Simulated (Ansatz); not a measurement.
Born–Oppenheimer molecular dynamics of a periodic cell of 16 atoms, Si (start crystal Si, start structure diamond, volume 1.05 times the crystal's). It starts from a structure without forces on its atoms.

Method: DFT LDA, scalar-relativistic, plane waves, PAW in Ansatz 0.2.0. Settings: cutoff 420 eV, k mesh 2x2x2, fermi-dirac smearing 0.36 eV, no spin polarisation.

- ensemble: NVT, Langevin thermostat
- time step: 1.5 fs
- steps asked: 70
- set temperature: 4200 K
- friction: 0.005 /fs
- seed: 625232

First frame:

```xyz
16
Lattice="0.0000 5.5190 5.5190 5.5190 0.0000 5.5190 5.5190 5.5190 0.0000" Properties=species:S:1:pos:R:3
Si 0.000 0.000 0.000
Si 1.380 1.380 1.380
Si 2.760 2.760 0.000
Si 4.139 4.139 1.380
Si 2.760 0.000 2.760
Si 4.139 1.380 4.139
Si 5.519 2.760 2.760
Si 6.899 4.139 4.139
Si 0.000 2.760 2.760
Si 1.380 4.139 4.139
Si 2.760 5.519 2.760
Si 4.139 6.899 4.139
Si 2.760 2.760 5.519
Si 4.139 4.139 6.899
Si 5.519 5.519 5.519
Si 6.899 6.899 6.899
```

(1) What does the run give?

(2) What happens to the structure?

(3) How do temperature and energy run in time?

## Answers

(1) The run went to its last step.

```
steps done                                               : 70
time covered                                             : 105 fs
mean temperature over the second half                    : 1956 K
spread of the potential energy over the second half      : 37.2 meV per atom
mean potential energy of the second half above the start : 313.3 meV per atom
```

The mean temperature of the second half is 53 % below the set value. A run of 0.1 ps of so small a system gives no equilibrium averages. Limits of this set-up: coarse k mesh.

(2) Mean squared displacements from the first frame to the last, about the centre of mass: Si 0.15 Å². The details hang on the random start.

(3) 
| time (fs) | T (K) | potential energy less start (eV) |
| --- | --- | --- |
| 0.0 | 3938 | 0.000 |
| 7.5 | 2699 | 1.537 |
| 15.0 | 1266 | 4.636 |
| 22.5 | 1191 | 5.002 |
| 30.0 | 2319 | 3.461 |
| 37.5 | 2712 | 2.547 |
| 45.0 | 2348 | 3.213 |
| 52.5 | 1818 | 4.592 |
| 60.0 | 1398 | 5.595 |
| 67.5 | 1556 | 5.831 |
| 75.0 | 1686 | 5.532 |
| 82.5 | 2052 | 4.898 |
| 90.0 | 2426 | 4.585 |
| 97.5 | 2623 | 4.369 |
| 105.0 | 2391 | 3.940 |

Time of the run: 7 min on 1 thread of Intel(R) Xeon(R) Platinum 8259CL CPU @ 2.50GHz (Skylake/Cascade Lake), on a shared host, peak memory 0.67 GiB.
